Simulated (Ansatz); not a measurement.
Born–Oppenheimer molecular dynamics of a periodic cell of 20 atoms, Ba$_{3}$Ti$_{3}$H$_{4}$CO$_{9}$ (surface BaTiO3(001), adsorbate CH4, incident energy 0.8 eV, 40° from the normal). It starts from an unrelaxed structure (largest force component 5.96 eV/Å).

These are results of DFT PBEsol, scalar-relativistic, plane waves, PAW in Ansatz, not measurements. Settings: accuracy low, cutoff 420 eV, k mesh 2x2x1, fermi-dirac smearing 0.05 eV, no spin polarisation.

```
ensemble            : NVE (velocity Verlet)
time step           : 0.5 fs
steps asked         : 160
starting velocities : zero, but for any typed in the input
atoms held          : 1 to 5
seed                : 792709
```

Frames 0.5 fs apart, positions in Å.

Velocities at 40.0 fs (Å/ps):

```
Ba 0.00 0.00 0.00
Ti 0.00 0.00 0.00
O 0.00 0.00 0.00
O 0.00 0.00 0.00
O 0.00 0.00 0.00
Ba 0.00 0.00 -5.95
Ti 0.00 0.00 9.91
O 0.00 4.71 1.78
O -4.08 -2.35 1.78
O 4.08 -2.35 1.78
Ba 0.00 0.00 -0.64
Ti 0.01 0.01 -2.27
O 0.00 2.97 6.04
O -2.56 -1.48 6.07
O 2.57 -1.48 6.06
C 19.89 -0.04 -23.96
H 20.90 -0.02 -22.97
H 19.95 1.31 -24.13
H 19.76 -1.24 -24.03
H 19.43 -0.13 -25.85
```

```xyz
20
Lattice="5.6547 0.0000 0.0000 -2.8273 4.8971 0.0000 0.0000 0.0000 19.7217" Properties=species:S:1:pos:R:3 time_fs=40.0 energy_less_start_eV=-0.698 T=772
Ba 0.000 0.000 1.000
Ti 0.000 3.265 2.085
O 0.000 4.869 1.099
O -1.389 2.463 1.099
O 1.389 2.463 1.099
Ba 2.827 1.632 3.197
Ti 0.000 0.000 4.445
O 0.000 1.703 3.704
O 1.353 4.046 3.704
O -1.353 4.046 3.704
Ba 0.000 3.265 5.597
Ti 2.827 1.633 6.522
O 2.827 3.435 6.065
O 1.266 0.731 6.065
O 4.389 0.731 6.065
C 3.749 2.440 11.439
H 2.706 2.428 11.075
H 4.279 1.544 11.071
H 4.255 3.350 11.073
H 3.744 2.438 12.543
20
Lattice="5.6547 0.0000 0.0000 -2.8273 4.8971 0.0000 0.0000 0.0000 19.7217" Properties=species:S:1:pos:R:3 time_fs=40.5 energy_less_start_eV=-0.685 T=766
Ba 0.000 0.000 1.000
Ti 0.000 3.265 2.085
O 0.000 4.869 1.099
O -1.389 2.463 1.099
O 1.389 2.463 1.099
Ba 2.827 1.632 3.194
Ti 0.000 0.000 4.450
O 0.000 1.705 3.705
O 1.351 4.045 3.705
O -1.351 4.045 3.705
Ba 0.000 3.265 5.596
Ti 2.827 1.633 6.521
O 2.827 3.436 6.068
O 1.265 0.730 6.068
O 4.390 0.730 6.068
C 3.759 2.440 11.427
H 2.716 2.428 11.063
H 4.289 1.544 11.059
H 4.264 3.349 11.061
H 3.753 2.438 12.529
20
Lattice="5.6547 0.0000 0.0000 -2.8273 4.8971 0.0000 0.0000 0.0000 19.7217" Properties=species:S:1:pos:R:3 time_fs=41.0 energy_less_start_eV=-0.679 T=763
Ba 0.000 0.000 1.000
Ti 0.000 3.265 2.085
O 0.000 4.869 1.099
O -1.389 2.463 1.099
O 1.389 2.463 1.099
Ba 2.827 1.632 3.191
Ti 0.000 0.000 4.455
O 0.000 1.707 3.705
O 1.349 4.044 3.705
O -1.349 4.044 3.705
Ba 0.000 3.265 5.596
Ti 2.827 1.633 6.520
O 2.827 3.437 6.071
O 1.264 0.730 6.071
O 4.390 0.730 6.071
C 3.769 2.440 11.415
H 2.728 2.428 11.052
H 4.298 1.546 11.047
H 4.274 3.348 11.049
H 3.763 2.438 12.516
20
Lattice="5.6547 0.0000 0.0000 -2.8273 4.8971 0.0000 0.0000 0.0000 19.7217" Properties=species:S:1:pos:R:3 time_fs=41.5 energy_less_start_eV=-0.680 T=763
Ba 0.000 0.000 1.000
Ti 0.000 3.265 2.085
O 0.000 4.869 1.099
O -1.389 2.463 1.099
O 1.389 2.463 1.099
Ba 2.827 1.632 3.188
Ti 0.000 0.000 4.460
O 0.000 1.709 3.706
O 1.348 4.043 3.706
O -1.348 4.043 3.706
Ba 0.000 3.265 5.596
Ti 2.827 1.633 6.519
O 2.827 3.437 6.074
O 1.264 0.730 6.074
O 4.390 0.730 6.074
C 3.779 2.440 11.403
H 2.739 2.428 11.041
H 4.308 1.547 11.036
H 4.283 3.347 11.037
H 3.773 2.438 12.502
20
Lattice="5.6547 0.0000 0.0000 -2.8273 4.8971 0.0000 0.0000 0.0000 19.7217" Properties=species:S:1:pos:R:3 time_fs=42.0 energy_less_start_eV=-0.687 T=767
Ba 0.000 0.000 1.000
Ti 0.000 3.265 2.085
O 0.000 4.869 1.099
O -1.389 2.463 1.099
O 1.389 2.463 1.099
Ba 2.827 1.632 3.184
Ti 0.000 0.000 4.466
O 0.000 1.710 3.707
O 1.346 4.042 3.707
O -1.346 4.042 3.707
Ba 0.000 3.265 5.596
Ti 2.827 1.633 6.517
O 2.827 3.437 6.077
O 1.265 0.730 6.077
O 4.390 0.730 6.077
C 3.788 2.440 11.391
H 2.751 2.428 11.030
H 4.317 1.549 11.024
H 4.293 3.345 11.026
H 3.783 2.438 12.488
20
Lattice="5.6547 0.0000 0.0000 -2.8273 4.8971 0.0000 0.0000 0.0000 19.7217" Properties=species:S:1:pos:R:3 time_fs=42.5 energy_less_start_eV=-0.700 T=773
Ba 0.000 0.000 1.000
Ti 0.000 3.265 2.085
O 0.000 4.869 1.099
O -1.389 2.463 1.099
O 1.389 2.463 1.099
Ba 2.827 1.632 3.181
Ti 0.000 0.000 4.471
O 0.000 1.711 3.707
O 1.345 4.042 3.707
O -1.345 4.042 3.707
Ba 0.000 3.265 5.595
Ti 2.828 1.633 6.516
O 2.827 3.436 6.080
O 1.265 0.731 6.080
O 4.389 0.731 6.080
C 3.798 2.440 11.379
H 2.762 2.428 11.019
H 4.327 1.550 11.013
H 4.302 3.343 11.014
H 3.793 2.438 12.474
20
Lattice="5.6547 0.0000 0.0000 -2.8273 4.8971 0.0000 0.0000 0.0000 19.7217" Properties=species:S:1:pos:R:3 time_fs=43.0 energy_less_start_eV=-0.719 T=783
Ba 0.000 0.000 1.000
Ti 0.000 3.265 2.085
O 0.000 4.869 1.099
O -1.389 2.463 1.099
O 1.389 2.463 1.099
Ba 2.827 1.632 3.178
Ti 0.000 0.000 4.476
O 0.000 1.712 3.708
O 1.345 4.041 3.708
O -1.345 4.041 3.708
Ba 0.000 3.265 5.595
Ti 2.828 1.633 6.515
O 2.827 3.435 6.083
O 1.267 0.731 6.083
O 4.388 0.731 6.083
C 3.808 2.440 11.367
H 2.774 2.428 11.007
H 4.336 1.552 11.001
H 4.312 3.342 11.003
H 3.803 2.438 12.460
20
Lattice="5.6547 0.0000 0.0000 -2.8273 4.8971 0.0000 0.0000 0.0000 19.7217" Properties=species:S:1:pos:R:3 time_fs=43.5 energy_less_start_eV=-0.744 T=796
Ba 0.000 0.000 1.000
Ti 0.000 3.265 2.085
O 0.000 4.869 1.099
O -1.389 2.463 1.099
O 1.389 2.463 1.099
Ba 2.827 1.632 3.175
Ti 0.000 0.000 4.481
O 0.000 1.712 3.708
O 1.345 4.041 3.708
O -1.345 4.041 3.708
Ba 0.000 3.265 5.595
Ti 2.828 1.633 6.513
O 2.827 3.433 6.086
O 1.268 0.732 6.086
O 4.386 0.732 6.086
C 3.818 2.440 11.355
H 2.785 2.428 10.996
H 4.346 1.554 10.990
H 4.321 3.340 10.992
H 3.813 2.438 12.447
20
Lattice="5.6547 0.0000 0.0000 -2.8273 4.8971 0.0000 0.0000 0.0000 19.7217" Properties=species:S:1:pos:R:3 time_fs=44.0 energy_less_start_eV=-0.774 T=812
Ba 0.000 0.000 1.000
Ti 0.000 3.265 2.085
O 0.000 4.869 1.099
O -1.389 2.463 1.099
O 1.389 2.463 1.099
Ba 2.827 1.632 3.172
Ti 0.000 0.000 4.487
O 0.000 1.712 3.708
O 1.345 4.041 3.708
O -1.345 4.041 3.708
Ba 0.000 3.265 5.595
Ti 2.828 1.633 6.512
O 2.827 3.430 6.089
O 1.270 0.733 6.090
O 4.384 0.733 6.089
C 3.828 2.440 11.343
H 2.796 2.428 10.985
H 4.356 1.555 10.978
H 4.331 3.339 10.980
H 3.823 2.437 12.434
20
Lattice="5.6547 0.0000 0.0000 -2.8273 4.8971 0.0000 0.0000 0.0000 19.7217" Properties=species:S:1:pos:R:3 time_fs=44.5 energy_less_start_eV=-0.811 T=831
Ba 0.000 0.000 1.000
Ti 0.000 3.265 2.085
O 0.000 4.869 1.099
O -1.389 2.463 1.099
O 1.389 2.463 1.099
Ba 2.827 1.632 3.169
Ti 0.000 0.000 4.492
O 0.000 1.712 3.708
O 1.345 4.041 3.708
O -1.345 4.041 3.708
Ba 0.000 3.265 5.595
Ti 2.828 1.633 6.510
O 2.827 3.428 6.092
O 1.273 0.735 6.093
O 4.382 0.735 6.093
C 3.838 2.439 11.331
H 2.807 2.428 10.973
H 4.365 1.556 10.966
H 4.340 3.338 10.968
H 3.834 2.437 12.421
20
Lattice="5.6547 0.0000 0.0000 -2.8273 4.8971 0.0000 0.0000 0.0000 19.7217" Properties=species:S:1:pos:R:3 time_fs=45.0 energy_less_start_eV=-0.853 T=852
Ba 0.000 0.000 1.000
Ti 0.000 3.265 2.085
O 0.000 4.869 1.099
O -1.389 2.463 1.099
O 1.389 2.463 1.099
Ba 2.827 1.632 3.166
Ti 0.000 0.000 4.497
O 0.000 1.711 3.709
O 1.345 4.041 3.709
O -1.345 4.041 3.709
Ba 0.000 3.265 5.595
Ti 2.828 1.633 6.509
O 2.827 3.424 6.096
O 1.276 0.737 6.096
O 4.379 0.736 6.096
C 3.848 2.439 11.319
H 2.817 2.428 10.961
H 4.376 1.556 10.954
H 4.351 3.338 10.957
H 3.844 2.437 12.409
```

Of the whole run (80 fs, mean temperature of the second half 991 K): The conserved energy stayed within 0.06 meV per atom of its start (net change -0.017 meV per atom), so the integration is sound. A run of 0.08 ps of so small a system gives no equilibrium averages. Limits of this set-up: coarse k mesh, slab without dipole correction, no dispersion correction for a molecule that may bind weakly, low accuracy level.

Time of the run: 23 min on 1 thread of Arm Neoverse V1 (shared host), peak memory 0.88 GiB.
